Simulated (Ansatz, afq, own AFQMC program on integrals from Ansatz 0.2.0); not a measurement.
**GeNH3 (singlet): AFQMC on the coupled-cluster ladder, cc-pVDZ**

How near does AFQMC come to the top of the ladder for GeNH3 (singlet)?

The runs use Ansatz 0.2.0, Gaussian basis, and an in-house AFQMC program (afq) on its integrals; all values are calculated; cc-pVDZ, frozen cores.

The runs, in order: PBE (unrestricted); r2SCAN (unrestricted); PBE0 (unrestricted); B3LYP (unrestricted); wB97M-V (unrestricted); B2PLYP (unrestricted); CCSD(T) on RHF; CCSDT(Q) on RHF; Phaseless AFQMC, single-determinant trial on RHF; Free-projection AFQMC, CISD trial on RHF; Free-projection AFQMC, single-determinant trial on RHF; UHF.

2 further runs of the same task are left out: 2 that didn't finish.

## Step 1: The system

The geometry is a PBE0/def2-TZVP stationary point (not a proven minimum). No spin-orbit coupling is included. The filled d shell of Ge may be among the frozen orbitals whatever the setting's name suggests; the logs give the count.

5 atoms, charge 0, spin multiplicity 1.

Atoms are counted from 1 here; the program's logs count them from 0.

Bond lengths: Ge1–N2 1.816 Å, Ge1–H3 1.602 Å, N2–H4 1.007 Å, N2–H5 1.008 Å. Angles: N2–Ge1–H3 92.7°, Ge1–N2–H4 125.7°, Ge1–N2–H5 121.9°, H4–N2–H5 112.5°.

## Step 2: PBE (unrestricted)

The input, in.yaml:

```yaml
crystal:
  periodic: [false, false, false]
  atoms:
    - {symbol: Ge, position_ang: [0.000000, -0.029201, 0.335370]}
    - {symbol: N, position_ang: [0.000000, 0.033731, -1.479233]}
    - {symbol: H, position_ang: [0.000000, 1.567055, 0.464899]}
    - {symbol: H, position_ang: [0.000000, 0.871757, -2.038009]}
    - {symbol: H, position_ang: [0.000000, -0.803094, -2.040289]}
basis:
  gaussian: {orbitals: cc-pVDZ}
magnetization: {spin_polarized: true, initial_magnetization: 0}
hamiltonian: {xc: {name: PBE}}
output: {orbitals: {seedname: orbitals}}
```

The run is started by

```bash
$ ansatz run in.yaml --threads 1 --pin off --events-out ev --progress --plain --max-ram 1843MiB
```

Standard output:

```text
Functional definition: PBE
  name "PBE"
  cite "Perdew, Burke & Ernzerhof, Phys. Rev. Lett. 77, 3865 (1996) doi:10.1103/PhysRevLett.77.3865"
  parent pbe
  parameter kappa = 0.804
  parameter beta = 0.06672455060314922
  exchange = pbe_x(kappa = kappa, mu = beta*pi^2/3)
  correlation = pbe_c(beta = beta)
747 factors; their error is unknown
mean field evaluation 1: about -58037.3082 eV, gradient 4.4e1 eV
mean field evaluation 2: about -57984.4318 eV, gradient 9.3e1 eV
mean field evaluation 4: about -58045.2792 eV, gradient 5.0e0 eV
mean field evaluation 8: about -58045.4996 eV, gradient 1.1e-1 eV
mean field evaluation 16: about -58045.4997 eV, gradient 4.3e-6 eV
mean field -58045.49966181 eV, -2133.1327679188 hartree, gradient 3.6e-6 eV, S^2 0.000000; 0 other end points of the search recorded, 0 dependent functions left out
reference -58045.49969078 eV, -2133.1327689833 hartree; 21, 21 occupied and 35, 35 virtual orbitals, 747 factors
Total energy: -58045.49969078 eV, -2133.1327689833 hartree
```

Wall time 1.4 s (1 thread of Intel Xeon Platinum 8175M at 2.50GHz (Skylake/Cascade Lake), shared host).

From the report: ⟨S²⟩ of the determinant 0.000 (pure singlet: 0.00).

## Step 3: r2SCAN (unrestricted)

in.yaml, as its differences from that of step 2:

```diff
@@ -11,3 +11,2 @@
 magnetization: {spin_polarized: true, initial_magnetization: 0}
-hamiltonian: {xc: {name: PBE}}
-output: {orbitals: {seedname: orbitals}}
+hamiltonian: {xc: {name: r2SCAN}}
```

Launched as before.

Standard output:

```text
Functional definition: r2SCAN
  name "r2SCAN"
  cite "Furness, Kaplan, Ning, Perdew & Sun, J. Phys. Chem. Lett. 11, 8208 (2020) doi:10.1021/acs.jpclett.0c02405"
  cite "Furness, Kaplan, Ning, Perdew & Sun, J. Phys. Chem. Lett. 11, 9248 (2020) doi:10.1021/acs.jpclett.0c03077"
  parent r2scan
  parameter k0 = 0.174
  parameter k1 = 0.065
  parameter a1 = 4.9479
  exchange = r2scan_x(k0 = k0, k1 = k1, a1 = a1)
  correlation = r2scan_c
747 factors; their error is unknown
mean field evaluation 1: about -58048.0937 eV, gradient 4.0e1 eV
mean field evaluation 2: about -58007.4409 eV, gradient 8.3e1 eV
mean field evaluation 4: about -58054.6594 eV, gradient 3.1e0 eV
mean field evaluation 8: about -58054.7414 eV, gradient 4.4e-2 eV
mean field evaluation 16: about -58054.7287 eV, gradient 2.3e-5 eV
mean field -58054.72873221 eV, -2133.4719300003 hartree, gradient 2.3e-5 eV, S^2 0.000000; 0 other end points of the search recorded, 0 dependent functions left out
reference -58054.72874141 eV, -2133.4719303384 hartree; 21, 21 occupied and 35, 35 virtual orbitals, 747 factors
Total energy: -58054.72874141 eV, -2133.4719303384 hartree
```

Wall time 3.5 s (1 thread of Intel Xeon Platinum 8175M at 2.50GHz (Skylake/Cascade Lake), shared host).

From the report: ⟨S²⟩ of the determinant 0.000 (pure singlet: 0.00).

## Step 4: PBE0 (unrestricted)

in.yaml, as its differences from that of step 3:

```diff
@@ -11,2 +11,3 @@
 magnetization: {spin_polarized: true, initial_magnetization: 0}
-hamiltonian: {xc: {name: r2SCAN}}
+hamiltonian: {xc: {name: PBE0}}
+output: {orbitals: {seedname: orbitals}}
```

Same command.

Standard output:

```text
Functional definition: PBE0
  name "PBE0"
  cite "Adamo & Barone, J. Chem. Phys. 110, 6158 (1999) doi:10.1063/1.478522"
  cite "Perdew, Burke & Ernzerhof, Phys. Rev. Lett. 77, 3865 (1996) doi:10.1103/PhysRevLett.77.3865"
  parent pbe
  parameter a = 0.25
  parameter kappa = 0.804
  parameter beta = 0.06672455060314922
  exchange = (1 - a)*pbe_x(kappa = kappa, mu = beta*pi^2/3) + a*exact_x
  correlation = pbe_c(beta = beta)
593 factors; integrals over basis functions are off by at most 1.4e-3 eV
mean field evaluation 1: about -58041.6603 eV, gradient 3.6e1 eV
mean field evaluation 2: about -58018.8384 eV, gradient 7.0e1 eV
mean field evaluation 4: about -58046.9476 eV, gradient 1.5e0 eV
mean field evaluation 8: about -58047.0251 eV, gradient 5.3e-2 eV
mean field evaluation 16: about -58047.0251 eV, gradient 1.6e-5 eV
mean field -58047.02512193 eV, -2133.1888275441 hartree, gradient 1.6e-5 eV, S^2 0.000000; 0 other end points of the search recorded, 0 dependent functions left out
reference -58047.02514339 eV, -2133.1888283327 hartree; 21, 21 occupied and 35, 35 virtual orbitals, 593 factors
Total energy: -58047.02514339 eV, -2133.1888283327 hartree
```

Wall time 2.4 s (1 thread of Intel Xeon Platinum 8175M at 2.50GHz (Skylake/Cascade Lake), shared host).

From the report: ⟨S²⟩ of the determinant 0.000 (pure singlet: 0.00).

## Step 5: B3LYP (unrestricted)

in.yaml, as its differences from that of step 4:

```diff
@@ -11,3 +11,2 @@
 magnetization: {spin_polarized: true, initial_magnetization: 0}
-hamiltonian: {xc: {name: PBE0}}
-output: {orbitals: {seedname: orbitals}}
+hamiltonian: {xc: {name: B3LYP}}
```

Launched as before.

Standard output, shortened:

```text
Functional definition: B3LYP
  name "B3LYP"
  cite "Stephens, Devlin, Chabalowski & Frisch, J. Phys. Chem. 98, 11623 (1994) doi:10.1021/j100096a001"
  cite "Becke, Phys. Rev. A 38, 3098 (1988) doi:10.1103/PhysRevA.38.3098"
  cite "Lee, Yang & Parr, Phys. Rev. B 37, 785 (1988) doi:10.1103/PhysRevB.37.785"
  cite "Vosko, Wilk & Nusair, Can. J. Phys. 58, 1200 (1980) doi:10.1139/p80-159"
[...]
593 factors; integrals over basis functions are off by at most 1.4e-3 eV
[...]
mean field -58057.34013167 eV, -2133.5678971603 hartree, gradient 1.9e-5 eV, S^2 0.000000; 0 other end points of the search recorded, 0 dependent functions left out
reference -58057.34033052 eV, -2133.5679044678 hartree; 21, 21 occupied and 35, 35 virtual orbitals, 593 factors
Total energy: -58057.34033052 eV, -2133.5679044678 hartree
```

Wall time 2.5 s (1 thread of Intel Xeon Platinum 8175M at 2.50GHz (Skylake/Cascade Lake), shared host).

From the report: ⟨S²⟩ of the determinant 0.000 (pure singlet: 0.00).

## Step 6: wB97M-V (unrestricted)

in.yaml, as its differences from that of step 5:

```diff
@@ -11,2 +11,3 @@
 magnetization: {spin_polarized: true, initial_magnetization: 0}
-hamiltonian: {xc: {name: B3LYP}}
+hamiltonian: {xc: {name: wB97M-V}}
+output: {orbitals: {seedname: orbitals}}
```

Same command.

Standard output, shortened:

```text
Functional definition: wB97M-V
  name "wB97M-V"
  cite "Mardirossian & Head-Gordon, J. Chem. Phys. 144, 214110 (2016) doi:10.1063/1.4952647"
  cite "Becke, J. Chem. Phys. 107, 8554 (1997) doi:10.1063/1.475007"
  cite "Vydrov & Van Voorhis, J. Chem. Phys. 133, 244103 (2010) doi:10.1063/1.3521275"
  # Of w^i u^j: cxij and so on, Table III.
[...]
  gx(w, u) = 1 - cx + cx01*u + cx10*w
  gss(w, u) = css00 + css04*u^4 + css10*w + css20*w^2 + css43*w^4*u^3
  gos(w, u) = cos00 + cos10*w + (cos20 + cos21*u)*w^2 + (cos60 + cos61*u)*w^6
[...]
      + integral(e_c_pw_mod_opposite_spin*gos(b97_w_opposite, b97_u_opposite)) + vv10(b, c)
593 factors; integrals over basis functions are off by at most 1.4e-3 eV
172 factors; integrals over basis functions are off by at most 4.4e-6 eV
[...]
mean field -58052.09931233 eV, -2133.3753006019 hartree, gradient 7.8e-5 eV, S^2 0.000000; 0 other end points of the search recorded, 0 dependent functions left out
reference -58052.09934478 eV, -2133.3753017943 hartree; 21, 21 occupied and 35, 35 virtual orbitals, 593 factors
Total energy: -58052.09934478 eV, -2133.3753017943 hartree
```

Run time: 7.5 s. Hardware: 1 thread of Intel Xeon Platinum 8175M at 2.50GHz (Skylake/Cascade Lake), shared host.

From the report: ⟨S²⟩ of the determinant 0.000 (pure singlet: 0.00).

## Step 7: B2PLYP (unrestricted)

in.yaml, as its differences from that of step 6:

```diff
@@ -11,3 +11,3 @@
 magnetization: {spin_polarized: true, initial_magnetization: 0}
-hamiltonian: {xc: {name: wB97M-V}}
-output: {orbitals: {seedname: orbitals}}
+hamiltonian: {xc: {name: B2PLYP}}
+correlation: {electrons: outside_noble_gas}
```

The command is unchanged.

Standard output, shortened:

```text
Functional definition: B2PLYP
  name "B2PLYP"
  cite "Grimme, J. Chem. Phys. 124, 034108 (2006) doi:10.1063/1.2148954"
  cite "Becke, Phys. Rev. A 38, 3098 (1988) doi:10.1103/PhysRevA.38.3098"
  cite "Lee, Yang & Parr, Phys. Rev. B 37, 785 (1988) doi:10.1103/PhysRevB.37.785"
[...]
593 factors; integrals over basis functions are off by at most 1.4e-3 eV
[...]
mean field -58040.64455346 eV, -2132.9543459778 hartree, gradient 5.4e-6 eV, S^2 0.000000; 2 other end points of the search recorded, 0 dependent functions left out
15 core orbitals not correlated: weight in the atoms' cores, before any rotation towards them, 0.998 or more for the frozen orbitals, at most 0.003 for the correlated occupied ones
reference -58040.64467911 eV, -2132.9543505953 hartree; 6, 6 occupied and 35, 35 virtual orbitals, 593 factors
second order -8.80260191 eV of doubles, -0.00000000 eV of singles
Total energy: -58043.02138162 eV, -2133.0416928018 hartree
```

Wall time 3 s (1 thread of Intel Xeon Platinum 8175M at 2.50GHz (Skylake/Cascade Lake), shared host).

From the report: ⟨S²⟩ of the determinant 0.000 (pure singlet: 0.00).

## Step 8: CCSD(T) on RHF

in.yaml, as its differences from that of step 7:

```diff
@@ -10,4 +10,3 @@
   gaussian: {orbitals: cc-pVDZ}
-magnetization: {spin_polarized: true, initial_magnetization: 0}
-hamiltonian: {xc: {name: B2PLYP}}
-correlation: {electrons: outside_noble_gas}
+magnetization: {spin_polarized: false}
+correlation: {method: ccsd_t, electrons: outside_noble_gas, hamiltonian_folder: ham}
```

Launched as before.

Standard output, shortened:

```text
Functional definition: HF
  name "HF"
  cite "Fock, Z. Phys. 61, 126 (1930) doi:10.1007/BF01340294"
  parent pbe
[...]
593 factors; integrals over basis functions are off by at most 1.4e-3 eV
[...]
mean field -58001.63150367 eV, -2131.5206428420 hartree, gradient 1.8e-6 eV, S^2 0.000000; 0 other end points of the search recorded, 0 dependent functions left out
15 core orbitals not correlated: weight in the atoms' cores, before any rotation towards them, 0.998 or more for the frozen orbitals, at most 0.002 for the correlated occupied ones
reference -58001.63150367 eV, -2131.5206428420 hartree; 6, 6 occupied and 35, 35 virtual orbitals, 593 factors
second order -7.03880344 eV of doubles, -0.00000000 eV of singles
cycle   1  -7.45406855 eV  change   -4.2e-1 eV  update   8.4e-2
[...]
cycle  10  -7.78535145 eV  change    8.9e-7 eV  update   5.5e-6
perturbative correction -0.22429417 eV, -0.0082426588 hartree
Total energy: -58009.64114930 eV, -2131.8149918896 hartree
```

Wall time 1.4 s (1 thread of Intel Xeon Platinum 8175M at 2.50GHz (Skylake/Cascade Lake), shared host).

From the report: correlation -8.0096 eV; T1 0.020; largest double amplitude 0.07.

This run also writes the integrals to the folder ham.

## Step 9: CCSDT(Q) on RHF

in.yaml, as its differences from that of step 8:

```diff
@@ -11,2 +11,2 @@
 magnetization: {spin_polarized: false}
-correlation: {method: ccsd_t, electrons: outside_noble_gas, hamiltonian_folder: ham}
+correlation: {method: ccsdt_q, electrons: outside_noble_gas}
```

Launched as before.

Standard output, shortened:

```text
Functional definition: HF
  name "HF"
  cite "Fock, Z. Phys. 61, 126 (1930) doi:10.1007/BF01340294"
  parent pbe
[...]
1112 factors; integrals over basis functions are off by at most 2.3e-7 eV
[...]
mean field -58001.63167405 eV, -2131.5206491032 hartree, gradient 3.3e-6 eV, S^2 0.000000; 0 other end points of the search recorded, 0 dependent functions left out
15 core orbitals not correlated: weight in the atoms' cores, before any rotation towards them, 0.998 or more for the frozen orbitals, at most 0.002 for the correlated occupied ones
reference -58001.63167405 eV, -2131.5206491032 hartree; 6, 6 occupied and 35, 35 virtual orbitals, 1112 factors
second order -7.03882927 eV of doubles, -0.00000000 eV of singles
cycle   1  -7.45406114 eV  change   -4.2e-1 eV  update   9.4e-2
[...]
cycle  15  -8.02941235 eV  change   -3.6e-7 eV  update   4.7e-7
perturbative correction -0.02168749 eV, -0.0007970006 hartree
Total energy: -58009.68277388 eV, -2131.8165215650 hartree
```

Run time: 12 s. Hardware: 1 thread of Intel Xeon Platinum 8175M at 2.50GHz (Skylake/Cascade Lake), shared host; peak memory 0.25 GiB.

From the report: correlation -8.0511 eV; T1 0.021; largest double amplitude 0.08.

## Step 10: Phaseless AFQMC, single-determinant trial on RHF

It reads the integrals that the CCSD(T) run on this determinant wrote.

The run is started by

```bash
$ afq ham --method phaseless --trial hf --walkers 120 --populations 1 --least-time 40 --time-step 0.005 --steps-per-block 20 --equilibration-blocks 112 --max-blocks 600 --target-error 0.00126 --factor-cut 1e-05 --seed 4926 --taylor-order 6
```

Standard output:

```text
orbitals 41  electrons 6 6  factors 336 of 593
reference energy -2131.52064284 Eh
CCSD correlation -0.28610629 Eh in 10 cycles, weight of the determinant in the CISD state 0.8712
energy of the start -2131.520643 Eh
 block  time / (1/Eh)  mean weight  energy / Eh
     1     0.100  1.0018  -2131.585605
     2     0.200  1.0000  -2131.629127
     3     0.300  1.0016  -2131.671035
     4     0.400  1.0040  -2131.719308
     5     0.500  1.0013  -2131.726749
     6     0.600  1.0010  -2131.731795
     7     0.700  1.0013  -2131.741765
     8     0.800  1.0016  -2131.746419
     9     0.900  1.0000  -2131.762946
    10     1.000  0.9997  -2131.754247
    18     1.800  0.9999  -2131.776303
    35     3.500  1.0026  -2131.830809
    52     5.200  0.9996  -2131.836039
    69     6.900  0.9993  -2131.828340
    86     8.600  1.0000  -2131.823858
   103    10.300  1.0010  -2131.831826
   120    12.000  0.9987  -2131.797867
   137    13.700  0.9974  -2131.805161
   154    15.400  1.0001  -2131.801041
   171    17.100  1.0014  -2131.864264
   188    18.800  1.0004  -2131.808673
   205    20.500  1.0012  -2131.806200
   222    22.200  0.9998  -2131.821000
   239    23.900  1.0007  -2131.839177
   256    25.600  0.9997  -2131.796540
   273    27.300  0.9997  -2131.818722
   290    29.000  1.0004  -2131.786255
   307    30.700  0.9995  -2131.789741
   324    32.400  0.9997  -2131.769568
   341    34.100  1.0011  -2131.849522
   358    35.800  0.9976  -2131.809828
   375    37.500  1.0007  -2131.847649
   392    39.200  1.0000  -2131.803143
   409    40.900  1.0009  -2131.848083
   426    42.600  1.0023  -2131.833393
   443    44.300  1.0021  -2131.831695
   460    46.000  0.9987  -2131.773967
   477    47.700  1.0017  -2131.819987
   494    49.400  1.0004  -2131.845246
   511    51.100  1.0014  -2131.785137
   528    52.800  1.0000  -2131.794983
   545    54.500  0.9990  -2131.820096
   562    56.200  0.9952  -2131.795608
   579    57.900  0.9979  -2131.817265
   596    59.600  1.0010  -2131.821891
   613    61.300  0.9986  -2131.821833
   630    63.000  0.9985  -2131.829708
   647    64.700  0.9989  -2131.819115
   664    66.400  1.0018  -2131.796837
   681    68.100  0.9985  -2131.822191
   698    69.800  1.0010  -2131.863034
blocks merged  error / Eh  count
     1  0.000981  600
     2  0.001284  300
     4  0.001626  150
     8  0.001991  75
    16  0.002457  37
    32  0.002861  18
    64  0.002969  9
energy -2131.817009 +/- 0.002861 Eh
```

It took 4 min on 1 thread of Intel Xeon Platinum 8175M at 2.50GHz (Skylake/Cascade Lake), shared host.

Energy -58009.6960 ± 0.0779 eV. Caveats: constraint bias not in the error; error above the target.

## Step 11: Free-projection AFQMC, CISD trial on RHF

It reads the integrals that the CCSD(T) run on this determinant wrote.

The run is started by

```bash
$ afq ham --method free --trial cisd --walkers 60 --time-step 0.03 --max-blocks 80 --target-error 0.00042 --factor-cut 1e-05 --seed 8270 --times 0,0.21,0.42,0.81,1.2,1.8,2.4,3 --taylor-order 8
```

Standard output:

```text
orbitals 41  electrons 6 6  factors 336 of 593
reference energy -2131.52064284 Eh
CCSD correlation -0.28610629 Eh in 10 cycles, weight of the determinant in the CISD state 0.8712
repeat  energy at the last time / Eh  error
    10  -2131.820948  0.001117
    20  -2131.817998  0.001032
    30  -2131.817642  0.000933
    40  -2131.816899  0.000827
    50  -2131.816369  0.000728
    60  -2131.816081  0.000666
    70  -2131.816239  0.000694
    80  -2131.816605  0.000689
time / (1/Eh)  energy / Eh  error  mean overlap
  0.00  -2131.806849  0.000532  1.1472
  0.21  -2131.811689  0.000459  1.1480
  0.42  -2131.813590  0.000423  1.1506
  0.81  -2131.814506  0.000388  1.1467
  1.20  -2131.815239  0.000461  1.1494
  1.80  -2131.816125  0.000543  1.1586
  2.40  -2131.814263  0.000562  1.2165
  3.00  -2131.816605  0.000689  1.2269
energy -2131.816605 +/- 0.000689 Eh
```

It took 4.1 min on 1 thread of Intel Xeon Platinum 8175M at 2.50GHz (Skylake/Cascade Lake), shared host.

Energy -58009.6851 ± 0.0188 eV. Caveats: remainder of the start not in the error; error above the target.

## Step 12: Free-projection AFQMC, single-determinant trial on RHF (settings varied)

It reads the integrals that the CCSD(T) run on this determinant wrote.

The run is started by

```bash
$ afq ham --method free --trial hf --walkers 50 --time-step 0.02 --max-blocks 120 --target-error 0.00084 --factor-cut 0.5 --seed 7198 --times 0.0,0.4,0.8,1.6,2.4 --taylor-order 8
```

Standard output:

```text
orbitals 41  electrons 6 6  factors 12 of 593
reference energy -2131.52064284 Eh
CCSD correlation -0.27452476 Eh in 11 cycles, weight of the determinant in the CISD state 0.8668
Error: the cluster equations did not converge
```

It took 1.8 s on 1 thread of Intel Xeon Platinum 8175M at 2.50GHz (Skylake/Cascade Lake), shared host; peak memory 0.27 GiB.

No energy. The run doesn't count as converged.

## Step 13: UHF

in.yaml, as its differences from that of step 9:

```diff
@@ -10,3 +10,4 @@
   gaussian: {orbitals: cc-pVDZ}
-magnetization: {spin_polarized: false}
-correlation: {method: ccsdt_q, electrons: outside_noble_gas}
+magnetization: {spin_polarized: true, initial_magnetization: 0}
+hamiltonian: {xc: hf}
+output: {orbitals: {seedname: orbitals}}
```

The run is started by

```bash
$ ansatz run in.yaml --threads 1 --pin off --events-out ev --progress --plain --max-ram 1843MiB
```

Standard output:

```text
Functional definition: HF
  name "HF"
  cite "Fock, Z. Phys. 61, 126 (1930) doi:10.1007/BF01340294"
  parent pbe
  exchange = exact_x
  correlation = 0
593 factors; integrals over basis functions are off by at most 1.4e-3 eV
mean field evaluation 1: about -57999.7662 eV, gradient 2.0e1 eV
mean field evaluation 2: about -57999.7677 eV, gradient 2.0e1 eV
mean field evaluation 4: about -58001.6104 eV, gradient 1.5e0 eV
mean field evaluation 8: about -58001.6315 eV, gradient 4.4e-4 eV
mean field evaluation 16: about -58001.4918 eV, gradient 1.1e0 eV
mean field evaluation 32: about -58000.8917 eV, gradient 1.3e1 eV
mean field -58001.63150367 eV, -2131.5206428420 hartree, gradient 8.5e-6 eV, S^2 0.000000; 0 other end points of the search recorded, 0 dependent functions left out
reference -58001.63150367 eV, -2131.5206428420 hartree; 21, 21 occupied and 35, 35 virtual orbitals, 593 factors
Total energy: -58001.63150367 eV, -2131.5206428420 hartree
```

Wall time 1.4 s (1 thread of Intel Xeon Platinum 8175M at 2.50GHz (Skylake/Cascade Lake), shared host); peak memory 0.27 GiB.

From the report: ⟨S²⟩ of the determinant 0.000 (pure singlet: 0.00).

## Step 14: All levels side by side

On the RHF determinant, counted from CCSDT(Q) (a yardstick, not exact):

```
                                                             level  energy (eV)  from CCSDT(Q) (kcal/mol)  statistical error (kcal/mol)     time
                                                                HF  -58001.6315                   +185.67                                       
                                                               MP2  -58008.6703                    +23.35                                       
                                                              CCSD  -58009.4169                     +6.13                                       
                                                           CCSD(T)  -58009.6411                     +0.96                                       
                                                          CCSDT(Q)  -58009.6828                      0.00                                       
Phaseless AFQMC, single-determinant trial, step 0.005, 120 walkers  -58009.6960                     -0.31                          1.80    4 min
          Free-projection AFQMC, CISD trial, step 0.03, 60 walkers  -58009.6851                     -0.05                          0.43  4.1 min
```

The functionals' totals stand on their own zeros and serve differences with other points: PBE -58045.500 eV; r2SCAN -58054.729 eV; PBE0 -58047.025 eV; B3LYP -58057.340 eV; wB97M-V -58052.099 eV; B2PLYP -58043.021 eV.

## Step 15: What came out

| quantity | value |
| --- | --- |
| CCSD(T) on RHF from CCSDT(Q) | +0.96 kcal/mol |
| Phaseless AFQMC, single-determinant trial on RHF from CCSDT(Q) | -0.31 ± 1.80 kcal/mol |
| Free-projection AFQMC, CISD trial on RHF from CCSDT(Q) | -0.05 ± 0.43 kcal/mol |

What this shows: Free projection has no constraint; at the last time it gives -0.05 ± 0.43 kcal/mol. Error bars are statistical and leave out the constraint, the time step and what remains of the start.
